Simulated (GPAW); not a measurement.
The system is BiTe.

```xyz
2
Lattice="2.4227 1.3988 3.3173 -2.4227 1.3988 3.3173 0.0000 -2.7975 3.3173" Properties=species:S:1:pos:R:3 pbc="T T T"
Bi    0.0000    0.0000    4.9759
Te    0.0000    0.0000    0.0000
```

The cell comes from a database or a generator and needn't be the stable form of this composition.

Base run:

```yaml
Program: GPAW 26.7.0
Functional: PBEsol
Potentials_or_basis: PAW data sets generated in the run's folder for this functional
Cutoff: 600 eV
Basis: pw
k_mesh: 6 × 6 × 6
Occupations: fermi-dirac, width 0.05 eV
Spin: no spin polarisation
```

Its results: pressure -2.7 GPa.

**Question.** After a change of settings the same cell gave: pressure -3.9 GPa. Which change was it?
A. k mesh from 6 × 6 × 6 to 7 × 7 × 7
B. functional from PBEsol to r2SCAN; potentials or basis from PAW data sets generated in the run's folder for this functional to GPAW PAW data sets (gpaw-data 1.2.1); cutoff from 600 eV to 500 eV
C. functional from PBEsol to LDA; potentials or basis from PAW data sets generated in the run's folder for this functional to the program's PAW data sets (release 1.2.1) made for this functional

**Answer.** C.
